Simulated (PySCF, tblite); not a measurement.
# C28H16N2: electronic excitations, NMR shifts

Aim: compute the electronic excitations, NMR shifts of C28H16N2 (`c1ccc2c(c1)c1ccccc1c1c2c2ccccc2c2ncc3ccncc3c21`).

Computed with tblite 0.8.0 and PySCF 2.14.0 and routines of our own; the level stands in each step. Atoms count from 0.

## Step 1: The starting structure

46 atoms, charge 0, multiplicity 1; geometry from: force field, distance geometry or constructed start.

## Step 2: Relaxing the molecule with GFN2-xTB

Job settings and geometry (Å):

```
{"job": {"kind": "relax", "xc": "GFN2-xTB", "basis": "xTB"}, "charge": 0, "multiplicity": 1}
C      4.658700     1.160000     1.438800
C      4.578300    -0.188500     1.182800
C      3.418800    -0.722000     0.642700
C      2.282100     0.074100     0.291300
C      2.336700     1.446700     0.624200
C      3.543200     1.962200     1.166300
C      1.196200     2.260000     0.360300
C      1.212900     3.680400     0.470400
C      0.103000     4.465200     0.170700
C     -1.061600     3.861400    -0.262900
C     -1.106800     2.471500    -0.365400
C     -0.020700     1.627500    -0.006000
C     -0.116300     0.197400    -0.096000
C      1.092400    -0.502700    -0.285800
C      1.019800    -1.715800    -1.052100
C      2.149700    -2.311900    -1.677500
C      2.083600    -3.483700    -2.438000
C      0.863500    -4.110100    -2.618100
C     -0.274200    -3.528100    -2.059600
C     -0.225400    -2.333000    -1.298100
C     -1.407100    -1.785000    -0.775200
N     -2.566000    -2.456900    -0.961400
C     -3.694900    -2.008100    -0.386900
C     -3.757400    -0.928000     0.446700
C     -4.943600    -0.572000     1.104000
C     -4.921700     0.462500     2.012800
N     -3.796600     1.143000     2.310700
C     -2.667300     0.782000     1.649100
C     -2.560600    -0.207700     0.646500
C     -1.351400    -0.564400    -0.079100
H      5.555400     1.596600     1.869800
H      5.414200    -0.841800     1.432500
H      3.377000    -1.802800     0.535400
H      3.645000     3.012600     1.428600
H      2.110900     4.211900     0.758800
H      0.159500     5.551000     0.252400
H     -1.926100     4.458600    -0.540800
H     -2.022600     2.048800    -0.767000
H      3.123700    -1.826700    -1.647900
H      2.975400    -3.889500    -2.896000
H      0.786500    -5.021300    -3.197300
H     -1.223300    -4.030500    -2.233500
H     -4.571200    -2.614400    -0.614400
H     -5.866800    -1.115200     0.929700
H     -5.811700     0.771500     2.550200
H     -1.795300     1.334900     1.984700
```

The run is started by

```console
OMP_NUM_THREADS=2 python large_run.py task.json out
```

The driver reads the jobs from task.json and runs them one after another.

What it wrote:

```text
step      E/eV     max force
  0   -2012.69359    3.913
  1   -2013.02748    1.480
  2   -2013.09702    0.390
  3   -2013.12944    0.328
  4   -2013.16481    0.446
  5   -2013.19332    0.307
  6   -2013.22257    0.279
  7   -2013.24089    0.277
  8   -2013.25289    0.193
  9   -2013.26103    0.138
 10   -2013.26627    0.129
 11   -2013.26920    0.131
 12   -2013.27127    0.097
 13   -2013.27328    0.088
 14   -2013.27529    0.077
 15   -2013.27701    0.072
 16   -2013.27850    0.070
 17   -2013.28004    0.060
 18   -2013.28172    0.066
 19   -2013.28331    0.073
 20   -2013.28460    0.059
 21   -2013.28571    0.058
 22   -2013.28685    0.053
 23   -2013.28801    0.060
 24   -2013.28905    0.063
 25   -2013.28992    0.057
 26   -2013.29071    0.051
 27   -2013.29145    0.040
 28   -2013.29203    0.041
 29   -2013.29244    0.040
 30   -2013.29283    0.041
 31   -2013.29328    0.042
 32   -2013.29379    0.040
 33   -2013.29428    0.032
 34   -2013.29473    0.034
 35   -2013.29516    0.035
 36   -2013.29557    0.031
 37   -2013.29596    0.033
 38   -2013.29633    0.035
 39   -2013.29671    0.033
 40   -2013.29710    0.036
 41   -2013.29745    0.031
 42   -2013.29777    0.028
 43   -2013.29807    0.033
 44   -2013.29838    0.034
 45   -2013.29868    0.026
 46   -2013.29897    0.031
 47   -2013.29926    0.034
 48   -2013.29953    0.027
 49   -2013.29978    0.029
 50   -2013.30001    0.026
 51   -2013.30023    0.027
 52   -2013.30045    0.030
 53   -2013.30068    0.029
 54   -2013.30090    0.025
 55   -2013.30112    0.029
 56   -2013.30133    0.026
 57   -2013.30151    0.024
 58   -2013.30166    0.026
 59   -2013.30180    0.025
 60   -2013.30194    0.024
 61   -2013.30207    0.022
 62   -2013.30218    0.017
```

Wall time 7.3 s (2 threads of AMD EPYC 7R43, shared host); peak memory 0.19 GiB.

Relaxation path:

| step | energy from step 0 (eV) | largest force (eV/Å) |
| --- | --- | --- |
| 0 | 0.0000 | 3.9131 |
| 1 | -0.3339 | 1.4801 |
| 2 | -0.4034 | 0.3897 |
| 3 | -0.4358 | 0.3273 |
| 4 | -0.4712 | 0.4466 |
| 5 | -0.4997 | 0.3073 |
| 6 | -0.5290 | 0.2787 |
| 7 | -0.5473 | 0.2772 |
| 8 | -0.5593 | 0.1931 |
| 12 | -0.5777 | 0.0969 |
| 17 | -0.5865 | 0.0604 |
| 21 | -0.5921 | 0.0578 |
| 26 | -0.5971 | 0.0513 |
| 30 | -0.5992 | 0.0412 |
| 35 | -0.6016 | 0.0352 |
| 39 | -0.6031 | 0.0325 |
| 44 | -0.6048 | 0.0338 |
| 48 | -0.6059 | 0.0269 |
| 53 | -0.6071 | 0.0282 |
| 58 | -0.6081 | 0.0261 |
| 59 | -0.6082 | 0.0241 |
| 60 | -0.6083 | 0.0242 |
| 61 | -0.6085 | 0.0214 |
| 62 | -0.6086 | 0.0166 |

Distances of close pairs at the start and the end, largest changes first:

| bond | before (Å) | after (Å) | change (Å) |
| --- | --- | --- | --- |
| C22–C23 | 1.366 | 1.420 | +0.054 |
| N26–C27 | 1.358 | 1.304 | -0.054 |
| N21–C22 | 1.344 | 1.293 | -0.051 |
| C19–C20 | 1.404 | 1.436 | +0.032 |
| C2–C3 | 1.432 | 1.403 | -0.029 |
| C0–C5 | 1.401 | 1.375 | -0.026 |
| C15–C16 | 1.399 | 1.373 | -0.025 |
| C6–C7 | 1.425 | 1.401 | -0.024 |

The next job starts from the end point, and lists it.

## Step 3: Harmonic vibrations with GFN2-xTB

Job settings and geometry (Å):

```
{"job": {"kind": "ir", "xc": "GFN2-xTB", "basis": "xTB"}, "charge": 0, "multiplicity": 1}
C      4.542904     1.122649     1.502631
C      4.468759    -0.238551     1.227012
C      3.347611    -0.757657     0.624494
C      2.271679     0.065188     0.258847
C      2.317772     1.433234     0.607952
C      3.472055     1.936923     1.218195
C      1.163093     2.260439     0.333923
C      1.223440     3.659634     0.338657
C      0.113355     4.422863     0.064967
C     -1.088935     3.802932    -0.262403
C     -1.172419     2.432045    -0.277898
C     -0.069104     1.630473     0.053997
C     -0.130084     0.192168    -0.079446
C      1.063556    -0.496132    -0.298691
C      1.036148    -1.724434    -1.045307
C      2.173453    -2.235739    -1.695724
C      2.102866    -3.377576    -2.455512
C      0.891058    -4.050495    -2.613969
C     -0.251061    -3.529051    -2.061047
C     -0.201105    -2.359140    -1.292293
C     -1.401157    -1.797010    -0.739752
N     -2.547157    -2.493238    -0.914774
C     -3.656073    -2.041830    -0.425813
C     -3.722173    -0.909260     0.427766
C     -4.885032    -0.522088     1.117947
C     -4.802206     0.516825     2.007606
N     -3.646792     1.115023     2.322124
C     -2.563322     0.783152     1.677326
C     -2.528368    -0.175018     0.638255
C     -1.357153    -0.550559    -0.092727
H      5.423851     1.531523     1.974543
H      5.281321    -0.892120     1.506879
H      3.267588    -1.824774     0.487533
H      3.517436     2.976459     1.502166
H      2.162165     4.154718     0.533876
H      0.180414     5.500856     0.078030
H     -1.951501     4.398491    -0.521404
H     -2.095506     1.965006    -0.585151
H      3.104717    -1.693400    -1.645448
H      2.989315    -3.747343    -2.949701
H      0.850963    -4.958719    -3.196368
H     -1.212440    -3.995532    -2.205710
H     -4.554355    -2.603264    -0.652958
H     -5.809680    -1.054337     0.954135
H     -5.667980     0.879700     2.544653
H     -1.654174     1.266571     2.008740
```

What it wrote:

```text
mode    cm-1     km/mol
  1      40.3      0.01
  2      47.3      0.01
  3      61.3      0.11
  4      78.3      0.31
  5      90.7      0.30
  6     101.2      0.07
  7     131.3      0.79
  8     152.6      0.50
  9     168.2      3.68
 10     178.6      0.59
 11     215.4      0.17
 12     228.3      0.43
 13     242.2      0.14
 14     270.0      0.37
 15     278.1      0.15
 16     313.6      0.19
 17     334.4      0.95
 18     356.9      0.01
 19     367.4      2.41
 20     384.0      0.24
 21     394.2      0.14
 22     403.3      0.84
 23     425.9      0.73
 24     447.2      0.49
 25     466.3      1.54
 26     472.3      0.78
 27     494.1      1.27
 28     509.2      2.20
 29     510.3      1.13
 30     529.3      1.05
 31     542.9      1.29
 32     560.3      0.30
 33     567.2      1.60
 34     574.3      1.23
 35     587.0      1.04
 36     627.1      4.44
 37     634.8      2.23
 38     641.1      5.72
 39     663.7      2.94
 40     669.1     10.07
 41     688.8      4.13
 42     710.9      4.98
 43     721.5      3.37
 44     738.8      4.31
 45     752.1      1.75
 46     754.8      2.30
 47     770.6     34.29
 48     782.9     12.71
 49     789.0      2.65
 50     795.5      4.09
 51     807.0      5.16
 52     850.2      6.93
 53     872.8      2.79
 54     876.1      5.86
 55     878.1      0.39
 56     879.3      1.75
 57     892.7      0.47
 58     897.4      0.20
 59     906.3      2.23
 60     912.2      0.52
 61     914.3      0.47
 62     917.7      0.79
 63     923.0      0.12
 64     927.3      0.57
 65     929.3      0.18
 66     932.5      1.21
 67     962.3      0.34
 68    1007.7      2.01
 69    1068.0      7.40
 70    1080.6      1.23
 71    1090.6      0.18
 72    1096.3      3.88
 73    1097.4      0.16
 74    1112.8      0.07
 75    1138.8      0.72
 76    1163.7      0.90
 77    1165.9      1.10
 78    1175.8      4.21
 79    1182.1      1.74
 80    1182.8      0.30
 81    1192.6      0.29
 82    1208.9      2.39
 83    1225.0     10.79
 84    1235.3      1.24
 85    1240.3      5.36
 86    1254.4      1.19
 87    1259.8      0.38
 88    1267.9      1.34
 89    1283.4      4.24
 90    1297.2      3.60
 91    1310.9      8.96
 92    1336.0      0.51
 93    1337.6      2.12
 94    1343.6      1.88
 95    1354.6      1.60
 96    1366.9     16.60
 97    1379.4      6.93
 98    1386.1     16.92
 99    1401.8      1.73
100    1411.6      1.62
101    1415.0      6.03
102    1426.1      0.84
103    1453.9      5.65
104    1456.7      2.54
105    1472.5      9.45
106    1477.0      6.43
107    1493.1      0.91
108    1518.8      3.60
109    1544.1      1.01
110    1553.4      3.53
111    1562.4      0.23
112    1572.7     11.21
113    1579.3     69.86
114    1591.9      0.26
115    1594.7      0.67
116    1600.9      0.11
117    3040.9     33.85
118    3063.9     12.45
119    3065.0     33.96
120    3077.5      5.68
121    3078.1     12.36
122    3080.0      6.94
123    3085.7     35.52
124    3087.5     71.82
125    3088.2     70.27
126    3089.4     47.74
127    3094.8      7.76
128    3099.1     34.71
129    3099.4     38.19
130    3102.2     56.00
131    3104.8     67.27
132    3112.4     13.23
```

Run time: 34 s. Hardware: 2 threads of AMD EPYC 7R43, shared host; peak memory 0.19 GiB.

The strongest bands and the atoms that carry them (share of the mass-weighted mode):

| cm⁻¹ | km/mol | atoms |
| --- | --- | --- |
| 1579 | 69.9 | C24 26 %, C27 22 %, C25 17 %, N26 11 % |
| 3086 | 35.5 | H36 38 %, H37 21 %, H34 15 % |
| 3088 | 71.8 | H43 86 % |
| 3088 | 70.3 | H31 21 %, H30 20 %, H40 16 %, H32 12 % |
| 3089 | 47.7 | H40 47 %, H39 12 % |
| 3099 | 38.2 | H37 23 %, H38 21 %, H36 15 % |
| 3102 | 56.0 | H32 41 %, H38 30 % |
| 3105 | 67.3 | H33 53 %, H34 16 % |

## Step 4: Electronic excitations: TDA BHandHLYP/6-31G*

The job, as its differences from that of step 3:

```diff
@@ -1,2 +1,2 @@
-{"job": {"kind": "ir", "xc": "GFN2-xTB", "basis": "xTB"}, "charge": 0, "multiplicity": 1}
+{"job": {"kind": "uv", "basis": "6-31G*", "grid": 1, "kgrid": 0, "vcut": 1.5, "nstates": 8, "ntriplets": 3, "tda": true, "delta": ["ip_vertical", "ea_vertical", "triplet_vertical"], "pop": true, "xc": "BHandHLYP"}, "charge": 0, "multiplicity": 1}
 C      4.542904     1.122649     1.502631
```

Method: TDA BHandHLYP/6-31G*, vertical, gas phase, core orbitals frozen in the response, virtual orbitals cut by energy.

What it wrote:

```text
start: PBE on a coarse grid of 39651 points
cycle   1  E = -1184.7795346161  dE =  5.500e+00  |g| = 8.702e-01  |ddm| = 8.692e+00
cycle   2  E = -1184.5902231947  dE =  1.893e-01  |g| = 1.223e+00  |ddm| = 2.956e+00
cycle   3  E = -1184.9164777688  dE = -3.263e-01  |g| = 5.293e-01  |ddm| = 2.085e+00
cycle   4  E = -1184.9933863071  dE = -7.691e-02  |g| = 1.481e-01  |ddm| = 8.278e-01
cycle   5  E = -1184.9989872432  dE = -5.601e-03  |g| = 6.561e-02  |ddm| = 2.607e-01
cycle   6  E = -1185.0000647322  dE = -1.077e-03  |g| = 2.370e-02  |ddm| = 1.049e-01
cycle   7  E = -1185.0001970457  dE = -1.323e-04  |g| = 1.020e-02  |ddm| = 3.892e-02
cycle   8  E = -1185.0002247281  dE = -2.768e-05  |g| = 2.632e-03  |ddm| = 1.359e-02
final grid: 174759 points
cycle   9  E = -1185.4321267593  dE = -4.668e-02  |g| = 7.860e-02  |ddm| = 1.705e+00
cycle  10  E = -1185.4334102624  dE = -1.284e-03  |g| = 5.738e-02  |ddm| = 2.367e-01
cycle  11  E = -1185.4341039079  dE = -6.936e-04  |g| = 2.563e-02  |ddm| = 1.034e-01
cycle  12  E = -1185.4342609549  dE = -1.570e-04  |g| = 8.903e-03  |ddm| = 4.001e-02
cycle  13  E = -1185.4342832022  dE = -2.225e-05  |g| = 3.073e-03  |ddm| = 1.441e-02
cycle  14  E = -1185.4342854600  dE = -2.258e-06  |g| = 8.144e-04  |ddm| = 4.903e-03
cycle  15  E = -1185.4342897697  dE = -4.310e-06  |g| = 3.663e-04  |ddm| = 1.706e-03
cycle  16  E = -1185.4342878153  dE =  1.954e-06  |g| = 1.345e-04  |ddm| = 7.714e-04
cycle  17  E = -1185.4342808788  dE =  6.937e-06  |g| = 4.856e-05  |ddm| = 3.187e-04
converged SCF energy = -1185.4342808788
Vertical ionisation energy (delta-SCF) = 6.7749 eV   <S^2> = 0.807
Vertical lowest triplet (delta-SCF) = 2.4645 eV   <S^2> = 2.184

Static polarisability (au): isotropic 316.314, principal 138.946 382.440 427.557

Singlet excitations
state   eV       nm        f      main configurations
  1   3.7446    331.1   0.17999   H->L 0.77, H-1->L+1 0.08
  2   3.8035    326.0   0.08160   H-1->L 0.42, H->L+1 0.40, H->L 0.09
  3   4.3066    287.9   0.23542   H->L+2 0.26, H-1->L+1 0.22, H->L+1 0.21
  4   4.3575    284.5   0.09413   H-2->L 0.33, H->L+3 0.31, H-1->L+2 0.09
  5   4.5721    271.2   0.24753   H-1->L 0.27, H->L+2 0.24, H->L+1 0.15
  6   4.6778    265.0   0.21321   H-1->L+1 0.30, H->L+2 0.29
  7   4.7220    262.6   0.03562   H-6->L 0.35, H-5->L 0.20
  8   4.8641    254.9   0.03370   H-2->L 0.43, H->L+3 0.18, H-2->L+1 0.15

Triplet excitations (Tamm-Dancoff, eV): 2.4507 3.0399 3.4568
```

Run time: 5.4 min. Hardware: 2 threads of AMD EPYC 7R43, shared host; peak memory 1.6 GiB.

The orbitals next to the gap, with their largest atomic shares:

| orbital | eV | atoms |
| --- | --- | --- |
| HOMO−4 | -8.18 | C24 14 %, C19 13 %, C16 12 % |
| HOMO−3 | -8.02 | C18 15 %, C15 14 %, C5 12 % |
| HOMO−2 | -7.16 | C7 13 %, C9 13 %, C1 11 % |
| HOMO−1 | -6.76 | C29 10 %, C11 8 %, C19 7 % |
| HOMO | -6.26 | C13 14 %, C12 13 %, C20 7 % |
| LUMO | -0.89 | C22 16 %, C13 11 %, N21 8 % |
| LUMO+1 | -0.43 | C25 8 %, C29 8 %, C14 7 % |
| LUMO+2 | -0.05 | C23 10 %, N21 10 %, N26 9 % |
| LUMO+3 | 0.24 | C9 13 %, C1 13 %, C4 9 % |

With each of the 8 states as a Gaussian band of 0.4 eV half-width at 1/e, the curve within the window shown has maxima at 275 nm (ε 30,000) L/(mol cm). Beyond the last state computed it falls off for lack of states. The curve at chosen wavelengths:

(nm, ε (L/mol/cm)): (240, 4454), (246, 8860), (252, 14683), (258, 20837), (265, 26624), (271, 29283), (277, 29573), (283, 27934), (289, 25157), (295, 22070), (302, 18883), (308, 16822), (314, 15350), (320, 14250), (326, 13267), (332, 12204), (339, 10750), (345, 9339), (351, 7857), (357, 6402), (363, 5060), (369, 3886), (376, 2763), (382, 2011), (388, 1432), (394, 1001)

Leading natural transition orbitals of singlet state 5: the hole lies on C12 11 %; C8, C11, C13 about 7 % each; C6, C17, C19 about 6 % each; the particle on N21 17 %; N26 14 %; C22, C23 about 10 % each.

Leading natural transition orbitals of singlet state 1: the hole lies on C12, C13 about 14 % each; the particle on C22, C29 about 12 % each; C13 10 %; N21, N26 about 6 % each.

Ground-state properties from the same run:

| property | computed |
| --- | --- |
| dipole moment (D) | 0.91 |
| polarisability (Å³) | 46.87 |
| HOMO–LUMO gap (eV) | 5.37 |
| −ε(HOMO) (eV) | 6.26 |

The fields below are evaluated on a grid from the run's orbitals.

Frontier orbitals at BHandHLYP/6-31G*, with the share of their density that lies nearest to each atom:

| orbital | energy (eV) | lies on |
| --- | --- | --- |
| HOMO | -6.26 | C12, C13 about 13 % each; C15, C20 about 7 % each |
| LUMO | -0.89 | C13, C22 about 12 % each; N21 8 %; C12, C29 about 6 % each |

ELF in a plane through or near 11 of the atoms.

Ten even steps from ' ' (0.00) to '@' (1.00):
```
                                                        
                                                        
                                                        
                        ..::                            
                ..##**  ::++--..                        
                ..@@@@==%%##****++..                    
                    ====**..::##**..                    
            ..--::..----++++##--****..                  
                --++====**==++====--                    
                ..==--  ..++**::....--::......          
                ..::--++**##++****--  ::--..            
                ....  ==**::  --##::  --==..            
              **@@@@**%%**%%**##++++++**++**==          
              ..==++--++..==##==  ##%%--..++++          
                --**::++--**::####  --..                
              ++@@@@**##..====%%@@++                    
                ++--  **@@@@..  ..                      
                      ++@@@@..                          
                                                        
                                                        
```
The map spans 17.0 Å across and 16.8 Å up, centred on the molecule. Atoms in the plane (x, y in Å): C7 (-1.4, 3.5), C11 (0.0, 1.5), C15 (-2.1, -2.8), C16 (-2.0, -4.1), C17 (-0.8, -4.8), C18 (0.3, -4.0), H34 (-2.4, 4.0), H38 (-3.1, -2.3), H39 (-2.9, -4.7), H40 (-0.7, -5.8), H41 (1.3, -4.5).

On the surface of density 0.002 e/bohr³ the electrostatic potential runs, from the 1st to the 99th percentile, from -1.57 V near N26 to 1.07 V near H43.

[end of part 1 of 2]
